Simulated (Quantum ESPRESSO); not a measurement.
# InP (Imm2) in Quantum ESPRESSO: relaxation of the atoms with PBE

Aim: the relaxation of the atoms of InP with PBE.

Everything below comes from runs of Quantum ESPRESSO 7.5. Logs are shortened: lines on timing, memory, paths and dates and some standing lists are left out, and cuts for length are marked.

### 1 The structure

Symmetry: Imm2, No. 44, orthorhombic system. Conventional cell: a = 4.194 Å, b = 4.236 Å, c = 5.961 Å, α = 90.00°, β = 90.00°, γ = 90.00°. In (site symmetry mm2) has 4 P at 2.57 to 2.59 Å as nearest neighbours. P (site symmetry mm2) is surrounded by 4 In at 2.57 to 2.59 Å.

The cell was built by a generator and isn't the measured one.

### 2 Relaxation of the atoms, PBE

File pw.in:

```
&CONTROL
  calculation = 'relax'
  prefix = 'pwscf'
  outdir = './tmp'
  pseudo_dir = './pseudo'
  tprnfor = .true.
  tstress = .true.
  disk_io = 'low'
  nstep = 40
  forc_conv_thr = 0.0001
  etot_conv_thr = 1d-05
/
&SYSTEM
  ibrav = 0
  nat = 2
  ntyp = 2
  ecutwfc = 88
  nbnd = 15
  occupations = 'smearing'
  smearing = 'gaussian'
  degauss = 0.00073499
/
&ELECTRONS
  conv_thr = 4d-10
  electron_maxstep = 120
  mixing_beta = 0.5
/
&IONS
  ion_dynamics = 'bfgs'
/
ATOMIC_SPECIES
In   114.8180 In.upf
P     30.9738 P.upf
CELL_PARAMETERS angstrom
  -0.0149030000    2.9806000000    2.9806000000
   2.9806000000   -0.0149030000    2.9806000000
   2.9656970000    2.9656970000    0.0000000000
ATOMIC_POSITIONS crystal
In     0.0000000000    0.0000000000    0.0000000000
P      0.2500000000    0.2500000000    0.2500000000
K_POINTS automatic
8 8 8 0 0 0
```

Potentials or basis: PseudoDojo 0.4.1 SR PBE standard.

The run is started by

```
OMP_NUM_THREADS=1 pw.x -in pw.in > pw.out
```

pw.out:

```text
This program is part of the open-source Quantum ESPRESSO suite
     for quantum simulation of materials; please cite
[... 9 lines left out ...]
     --------------------
     sticks:   dense  smooth     PW     G-vecs:    dense   smooth      PW
     Sum        1539    1539    439                39857    39857    6199

     Using Slab Decomposition

     bravais-lattice index     =            0
     lattice parameter (alat)  =       7.9656  a.u.
     unit-cell volume          =     357.3772 (a.u.)^3
     number of atoms/cell      =            2
     number of atomic types    =            2
     number of electrons       =        18.00
     number of Kohn-Sham states=           15
     kinetic-energy cutoff     =      88.0000  Ry
     charge density cutoff     =     352.0000  Ry
     scf convergence threshold =      4.0E-10
     mixing beta               =       0.5000
     number of iterations used =            8  plain     mixing
     energy convergence thresh.=      1.0E-05
     force convergence thresh. =      1.0E-04
     Exchange-correlation= PBE
                           (   1   4   3   4   0   0   0)
     nstep                     =           40

     celldm(1)=   7.965633  celldm(2)=   0.000000  celldm(3)=   0.000000
     celldm(4)=   0.000000  celldm(5)=   0.000000  celldm(6)=   0.000000

     crystal axes: (cart. coord. in units of alat)
               a(1) = (  -0.003536   0.707102   0.707102 )
               a(2) = (   0.707102  -0.003536   0.707102 )
               a(3) = (   0.703567   0.703567   0.000000 )

     reciprocal axes: (cart. coord. in units 2 pi/alat)
               b(1) = ( -0.703593  0.703593  0.707111 )
               b(2) = (  0.703593 -0.703593  0.707111 )
               b(3) = (  0.710665  0.710665 -0.707111 )

     PseudoPot. # 1 for In read from file:
     In.upf
     Pseudo is Norm-conserving + core correction, Zval = 13.0
     Generated using ONCVPSP code by D. R. Hamann
     Using radial grid of 1964 points,  6 beta functions with:
                l(1) =   0
                l(2) =   0
                l(3) =   1
                l(4) =   1
                l(5) =   2
                l(6) =   2

     PseudoPot. # 2 for P  read from file:
     P.upf
     Pseudo is Norm-conserving + core correction, Zval =  5.0
     Generated using ONCVPSP code by D. R. Hamann
     Using radial grid of 1298 points,  6 beta functions with:
                l(1) =   0
                l(2) =   0
                l(3) =   1
                l(4) =   1
                l(5) =   2
                l(6) =   2

     atomic species   valence    mass     pseudopotential
     In               13.00   114.81800     In( 1.00)
     P                 5.00    30.97380     P ( 1.00)

      4 Sym. Ops. (no inversion) found

   Cartesian axes

     site n.     atom                  positions (alat units)
         1        In     tau(   1) = (   0.0000000   0.0000000   0.0000000  )
         2        P      tau(   2) = (   0.3517834   0.3517834   0.3535512  )

     number of k points=    95  Gaussian smearing, width (Ry)=  0.0007
                       cart. coord. in units 2pi/alat
        k(    1) = (   0.0000000   0.0000000   0.0000000), wk =   0.0039062
        k(    2) = (   0.0888331   0.0888331  -0.0883889), wk =   0.0156250
        k(    3) = (   0.1776661   0.1776661  -0.1767778), wk =   0.0156250
        k(    4) = (   0.2664992   0.2664992  -0.2651667), wk =   0.0156250
        k(    5) = (  -0.3553323  -0.3553323   0.3535556), wk =   0.0078125
        k(    6) = (   0.0879492  -0.0879492   0.0883889), wk =   0.0156250
[... 87 lines left out ...]
        k(   94) = (  -0.5276949   0.5276949   0.0000000), wk =   0.0078125
        k(   95) = (   0.0000000   0.0000000  -0.7071112), wk =   0.0039062

     Dense  grid:    39857 G-vectors     FFT dimensions: (  48,  48,  48)

     Initial potential from superposition of free atoms

     starting charge      17.9960, renormalised to      18.0000
     Starting wfcs are   13 randomized atomic wfcs +    2 random wfcs

     Self-consistent Calculation

     iteration #  1     ecut=    88.00 Ry     beta= 0.50
     Davidson diagonalization with overlap
     ethr =  1.00E-02,  avg # of iterations =  4.7

     Threshold (ethr) on eigenvalues was too large:
     Diagonalizing with lowered threshold

     Davidson diagonalization with overlap
     ethr =  5.87E-04,  avg # of iterations =  1.5

     total energy              =    -146.76572472 Ry
     estimated scf accuracy    <       0.10322263 Ry

     iteration #  2     ecut=    88.00 Ry     beta= 0.50
     Davidson diagonalization with overlap
     ethr =  5.73E-04,  avg # of iterations =  2.2

     total energy              =    -146.78860850 Ry
     estimated scf accuracy    <       0.00743464 Ry

     iteration #  3     ecut=    88.00 Ry     beta= 0.50
     Davidson diagonalization with overlap
     ethr =  4.13E-05,  avg # of iterations =  6.5

     total energy              =    -146.78931616 Ry
     estimated scf accuracy    <       0.00137252 Ry

     iteration #  4     ecut=    88.00 Ry     beta= 0.50
     Davidson diagonalization with overlap
     ethr =  7.63E-06,  avg # of iterations =  2.7
[... 527 lines left out ...]
     The total energy is F=E-TS. E is the sum of the following terms:
     one-electron contribution =     -52.03042994 Ry
     hartree contribution      =      37.63526446 Ry
     xc contribution           =     -44.18260033 Ry
     ewald contribution        =     -88.21162105 Ry

     convergence has been achieved in  10 iterations

     Forces acting on atoms (cartesian axes, Ry/au):

     atom    1 type  1   force =    -0.00000000    0.00000000   -0.00265683
     atom    2 type  2   force =     0.00000000   -0.00000000    0.00265683

     Total force =     0.003757     Total SCF correction =     0.000001

     Computing stress (Cartesian axis) and pressure

          total   stress  (Ry/bohr**3)                   (kbar)     P=        0.09
   0.00000068   0.00004122   0.00000000            0.10        6.06        0.00
   0.00004122   0.00000068   0.00000000            6.06        0.10        0.00
  -0.00000000   0.00000000   0.00000049           -0.00        0.00        0.07

     BFGS Geometry Optimization
     Energy error            =      1.4E-05 Ry
     Gradient error          =      2.7E-03 Ry/Bohr

     number of scf cycles    =   1
     number of bfgs steps    =   0

     energy             new  =    -146.7893868581 Ry

     new trust radius        =       0.0026568318 bohr
     new conv_thr            =       0.0000000004 Ry

ATOMIC_POSITIONS (crystal)
In              -0.0002358476       -0.0002358476        0.0002358476
P                0.2502358476        0.2502358476        0.2497641524

     NEW-OLD atomic charge density approx. for the potential

     Self-consistent Calculation

     iteration #  1     ecut=    88.00 Ry     beta= 0.50
     Davidson diagonalization with overlap
     ethr =  1.00E-06,  avg # of iterations =  4.2

     Threshold (ethr) on eigenvalues was too large:
     Diagonalizing with lowered threshold

     Davidson diagonalization with overlap
     ethr =  1.12E-09,  avg # of iterations =  4.0

     total energy              =    -146.78939885 Ry
     estimated scf accuracy    <       0.00000022 Ry
[... 511 lines left out ...]
     Forces acting on atoms (cartesian axes, Ry/au):

     atom    1 type  1   force =    -0.00000000    0.00000000   -0.00186700
     atom    2 type  2   force =     0.00000000   -0.00000000    0.00186700

     Total force =     0.002640     Total SCF correction =     0.000017

     Computing stress (Cartesian axis) and pressure

          total   stress  (Ry/bohr**3)                   (kbar)     P=        0.04
   0.00000030   0.00003727   0.00000000            0.04        5.48        0.00
   0.00003727   0.00000030   0.00000000            5.48        0.04        0.00
   0.00000000   0.00000000   0.00000015            0.00        0.00        0.02

     Energy error            =      1.2E-05 Ry
     Gradient error          =      1.9E-03 Ry/Bohr

     number of scf cycles    =   2
     number of bfgs steps    =   1

     energy             old  =    -146.7893868581 Ry
     energy             new  =    -146.7893988625 Ry

     CASE: energy            _new < energy            _old

     new trust radius        =       0.0029225149 bohr
     new conv_thr            =            4.8E-12 Ry

ATOMIC_POSITIONS (crystal)
In              -0.0004952800       -0.0004952800        0.0004952800
P                0.2504952800        0.2504952800        0.2495047200

     NEW-OLD atomic charge density approx. for the potential

     Self-consistent Calculation

     iteration #  1     ecut=    88.00 Ry     beta= 0.50
     Davidson diagonalization with overlap
     ethr =  1.00E-06,  avg # of iterations =  4.7

     Threshold (ethr) on eigenvalues was too large:
     Diagonalizing with lowered threshold

     Davidson diagonalization with overlap
     ethr =  1.35E-09,  avg # of iterations =  4.0

     total energy              =    -146.78940717 Ry
     estimated scf accuracy    <       0.00000026 Ry

     iteration #  2     ecut=    88.00 Ry     beta= 0.50
     Davidson diagonalization with overlap
     ethr =  1.46E-09,  avg # of iterations =  1.0

     total energy              =    -146.78940719 Ry
     estimated scf accuracy    <       0.00000004 Ry
[... 518 lines left out ...]
     Forces acting on atoms (cartesian axes, Ry/au):

     atom    1 type  1   force =     0.00000000   -0.00000000   -0.00098647
     atom    2 type  2   force =    -0.00000000    0.00000000    0.00098647

     Total force =     0.001395     Total SCF correction =     0.000003

     Computing stress (Cartesian axis) and pressure

          total   stress  (Ry/bohr**3)                   (kbar)     P=        0.01
   0.00000012   0.00003292   0.00000000            0.02        4.84        0.00
   0.00003292   0.00000012   0.00000000            4.84        0.02        0.00
   0.00000000   0.00000000  -0.00000004            0.00        0.00       -0.01

     Energy error            =      8.3E-06 Ry
     Gradient error          =      9.9E-04 Ry/Bohr

     number of scf cycles    =   3
     number of bfgs steps    =   2

     energy             old  =    -146.7893988625 Ry
     energy             new  =    -146.7894071882 Ry

     CASE: energy            _new < energy            _old

     new trust radius        =       0.0032741225 bohr
     new conv_thr            =            4.0E-12 Ry

ATOMIC_POSITIONS (crystal)
In              -0.0007859247       -0.0007859247        0.0007859247
P                0.2507859247        0.2507859247        0.2492140753

     NEW-OLD atomic charge density approx. for the potential

     Self-consistent Calculation

     iteration #  1     ecut=    88.00 Ry     beta= 0.50
     Davidson diagonalization with overlap
     ethr =  1.00E-06,  avg # of iterations =  5.0

     Threshold (ethr) on eigenvalues was too large:
     Diagonalizing with lowered threshold

     Davidson diagonalization with overlap
     ethr =  1.69E-09,  avg # of iterations =  4.0

     total energy              =    -146.78941042 Ry
     estimated scf accuracy    <       0.00000033 Ry

     iteration #  2     ecut=    88.00 Ry     beta= 0.50
     Davidson diagonalization with overlap
     ethr =  1.83E-09,  avg # of iterations =  1.0

     total energy              =    -146.78941044 Ry
     estimated scf accuracy    <       0.00000005 Ry
[... 503 lines left out ...]
     the Fermi energy is     6.6149 ev

!    total energy              =    -146.78941045 Ry
     estimated scf accuracy    <          9.3E-13 Ry
     smearing contrib. (-TS)   =      -0.00000000 Ry
     internal energy E=F+TS    =    -146.78941045 Ry

     The total energy is F=E-TS. E is the sum of the following terms:
     one-electron contribution =     -52.02753540 Ry
     hartree contribution      =      37.63384520 Ry
     xc contribution           =     -44.18251368 Ry
     ewald contribution        =     -88.21320657 Ry

     convergence has been achieved in   6 iterations

     Forces acting on atoms (cartesian axes, Ry/au):

     atom    1 type  1   force =     0.00000000   -0.00000000   -0.00000695
     atom    2 type  2   force =    -0.00000000    0.00000000    0.00000695

     Total force =     0.000010     Total SCF correction =     0.000004
     SCF correction compared to forces is large: reduce conv_thr to get better values

     Computing stress (Cartesian axis) and pressure

          total   stress  (Ry/bohr**3)                   (kbar)     P=       -0.01
  -0.00000003   0.00002806   0.00000000           -0.00        4.13        0.00
   0.00002806  -0.00000003   0.00000000            4.13       -0.00        0.00
   0.00000000  -0.00000000  -0.00000024            0.00       -0.00       -0.04

     Energy error            =      3.3E-06 Ry
     Gradient error          =      7.0E-06 Ry/Bohr

     bfgs converged in   4 scf cycles and   3 bfgs steps
     (criteria: energy <  1.0E-05 Ry, force <  1.0E-04 Ry/Bohr)

     End of BFGS Geometry Optimization

     Final energy             =    -146.7894104450 Ry

Begin final coordinates

ATOMIC_POSITIONS (crystal)
In              -0.0007859247       -0.0007859247        0.0007859247
P                0.2507859247        0.2507859247        0.2492140753
End final coordinates

=------------------------------------------------------------------------------=
   JOB DONE.
=------------------------------------------------------------------------------=
```

Run time: 4.6 min. Hardware: 1 thread of Intel Xeon Platinum 8375C at 2.90GHz (Ice Lake), shared host; peak memory 0.18 GiB.

What came out:

```yaml
Free_energy: -1997.1717 eV
Energy_gained_by_relaxing: 0.2 meV/atom
Ionic_steps: 4
Pressure_after_relaxing: 0.0 GPa
Band_gap_on_the_k_mesh: 0.40 eV, direct
```

Stress tensor (GPa, compression positive):
```
0.00 0.41 0.00
0.41 0.00 0.00
0.00 0.00 0.00
```

The path:
```tsv
step	energy change (eV)	largest force (eV/Å)	pressure (GPa)
1	0.0000	0.0683	0.01
2	-0.0002	0.0480	0.00
3	-0.0003	0.0254	0.00
4	-0.0003	0.0002	0.00
```

Final structure:
```xyz
2
Lattice="-0.0149 2.9806 2.9806 2.9806 -0.0149 2.9806 2.9657 2.9657 0.0000" Properties=species:S:1:pos:R:3 pbc="T T T"
In    0.0000    0.0000   -0.0047
P     1.4828    1.4828    1.4950
```

Caveat: spin-orbit coupling is left out, which moves the levels of the heavy elements.
